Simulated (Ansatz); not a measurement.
# CsMgBiO₃, space group R3m: a single point from a YAML input

Computed with Ansatz 0.2.0 through its Python package.

The cells in order, each with its output:

In [1]:
```python
import ansatz as az
import numpy as np
```

In [2]:
```python
INPUT = '''
crystal:
  lattice:
    - [3.230517, 1.86514, 3.797009]
    - [-3.230517, 1.86514, 3.797009]
    - [0.0, -3.73028, 3.797009]
  atoms:
    - { symbol: Cs, position: [0.917282, 0.917282, 0.917282] }
    - { symbol: Mg, position: [0.302192, 0.302192, 0.302192] }
    - { symbol: Bi, position: [0.565299, 0.565299, 0.565299] }
    - { symbol: O, position: [0.491392, 0.982238, 0.491392] }
    - { symbol: O, position: [0.491392, 0.491392, 0.982238] }
    - { symbol: O, position: [0.982238, 0.491392, 0.491392] }
kpoints:
  mp_grid: { grid: [4, 4, 4] }
hamiltonian:
  xc: pbe
scf:
  occupations: { method: fixed }
output:
  forces: true
  stress: true
'''
```

In [3]:
```python
planned = az.Session.from_yaml(INPUT).plan(threads=1, pin='off')
res = planned.execute()
data = res.report

data['kpoints_frac'][:4]
```
```text
DeckWarning: basis.ecutwfc = 420 eV, auto-derived from the records' recommended cutoffs: set by Cs (normal level)
```
Out [3]:
```text
[[0.0, 0.0, 0.0], [0.0, 0.0, 0.25], [0.0, 0.0, -0.5], [0.0, 0.25, 0.25]]
```

In [4]:
```python
n_atoms = len(data['lattice']['sites'])
print('F =', round(data['free_energy_ev'], 4), 'eV for', n_atoms, 'atoms')
print('E(sigma -> 0) =', round(data['energy_sigma0_ev'], 4), 'eV, TS =', round(data['entropy_ts_ev'], 5), 'eV')
print('closed by', data['closed_by'], 'after', data['n_iterations'], 'iterations')
```
```text
F = -21695.3323 eV for 6 atoms
E(sigma -> 0) = -21695.3323 eV, TS = 0.0 eV
closed by deck_thresholds after 7 iterations
```

In [5]:
```python
# forces in eV per angstrom
print('forces (eV/A)')
for site, force in zip(res.lattice.sites, data['forces_ev_ang']):
    print(f'  {site.symbol:2s} {force[0]:9.4f} {force[1]:9.4f} {force[2]:9.4f}')
```
```text
forces (eV/A)
  Cs   -0.0000    0.0000   -0.0465
  Mg    0.0000    0.0000    0.0499
  Bi    0.0000   -0.0000    0.3567
  O     0.1297   -0.0749   -0.1200
  O     0.0000    0.1497   -0.1200
  O    -0.1297   -0.0749   -0.1200
```

In [6]:
```python
# the stress is positive in compression
print('pressure by term (GPa)')
for term, tensor in data['stress_terms_gpa'].items():
    if np.any(tensor):
        print(f'  {term:28s} {np.trace(np.array(tensor)) / 3:12.3f}')
print(f'  {"total":28s} {np.trace(np.array(data["stress_gpa"])) / 3:12.3f}')
```
```text
pressure by term (GPa)
  kinetic                           812.833
  hartree                           789.377
  ewald                           -1182.891
  local_pseudopotential            -505.292
  nonlocal_pseudopotential          -24.292
  augmentation                      299.248
  nlcc                             -163.685
  xc                                -25.396
  augmentation_tail                  -0.002
  scf_correction                     -0.002
  pulay_correction                    0.275
  total                               0.173
```

Caveats:
- Absolute energies stand on the zero of these potentials, so only differences at equal settings mean something. A total without «per atom» is that of the cell as typed.
- Pressure is positive in compression.
- Spin-orbit coupling, which matters for elements this heavy, is left out.
- The structure comes from a database of computed cells and needn't be a stable or known phase.
- Warnings are shown shortened and without file and line.
- Run time: 4.8 s on 1 thread of Arm Neoverse V2, with other jobs on the host, peak memory 0.42 GiB.

(Lines on the test bed's own set-up are left out of the output.)
